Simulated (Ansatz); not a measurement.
# Zn5BiO: the cost of one run

Method: DFT PBE, scalar-relativistic, plane waves, PAW, unless a step names another level, in Ansatz 0.2.0.

4 further runs of the same task are left out: 2 that didn't finish, 2 set aside as unsound or not needed.

**1. The system as given**

Symmetry: P3m1, No. 156, trigonal system. The conventional cell has a = 3.285 Å, b = 3.285 Å, c = 13.545 Å, α = 90.00°, β = 90.00°, γ = 120.00°. Around Zn (site symmetry 3m) lie 3 O at 2.06 Å. Zn (site symmetry 3m) has 1 O at 1.93 Å as nearest neighbours. Around Zn (site symmetry 3m) lie 6 Zn at 2.69 to 2.81 Å. Zn (site symmetry 3m) is surrounded by 3 Zn at 2.69 Å. Zn (site symmetry 3m) has 3 Zn at 2.58 Å as nearest neighbours. Bi (site symmetry 3m) has 6 Zn at 3.12 to 3.22 Å and 6 Bi at 3.29 Å as nearest neighbours. Around O (site symmetry 3m) lie 4 Zn at 1.93 to 2.06 Å.

Structure file:

```
CELL_PARAMETERS angstrom
3.28517 0.00000 0.00000
-1.64259 2.84504 0.00000
0.00000 0.00000 13.54492
ATOMIC_POSITIONS crystal
Zn 0.33333 0.66667 0.95032
Zn 0.00000 0.00000 0.15237
Zn 0.66667 0.33333 0.79766
Zn 0.00000 0.00000 0.65645
Zn 0.33333 0.66667 0.28100
Bi 0.66667 0.33333 0.46420
O 0.00000 0.00000 0.00999
```

It came out lowest among 30 distinct ends of the trial cells. At a tolerance of 0.05 Å it has space group P3m1 (No. 156).

**2. Relaxing to 0.001 eV/Å, on the response runs' mesh and smearing**

input.yaml reads:

```yaml
crystal:
  lattice:
    - [3.2851708145, 0.0, 0.0]
    - [-1.6425854073, 2.8450413812, 0.0]
    - [0.0, 0.0, 13.5449201154]
  atoms:
    - { symbol: Zn, position: [0.3333333333, 0.6666666667, 0.9503222548] }
    - { symbol: Zn, position: [0.0, 0.0, 0.1523724002] }
    - { symbol: Zn, position: [0.6666666667, 0.3333333333, 0.7976580786] }
    - { symbol: Zn, position: [0.0, 0.0, 0.6564515294] }
    - { symbol: Zn, position: [0.3333333333, 0.6666666667, 0.2810020682] }
    - { symbol: Bi, position: [0.6666666667, 0.3333333333, 0.4642020881] }
    - { symbol: O, position: [0.0, 0.0, 0.0099915807] }
basis:
  ecutwfc: 420
kpoints:
  mp_grid: { grid: [12, 12, 4] }
hamiltonian:
  xc: pbe
scf:
  occupations: { method: gaussian, width: 0.1 }
output:
  forces: true
  stress: true
  eigenvalues: true
relax:
  adjacent_minimum: "off"
  f_tol: 0.001
  max_steps: 60
  cell: { stress_tol: 0.01 }
```

Started as:

```sh
$ ansatz run input.yaml --threads 3 --pin off --max-ram 7680MiB --backend cpu --events-out ev --progress --plain --runs-dir out
```

Q: Estimate wall time and peak memory on 3 threads of Intel Xeon 6975P-C (Granite Rapids), shared host.

About 47 s, with a peak of 0.71 GiB.
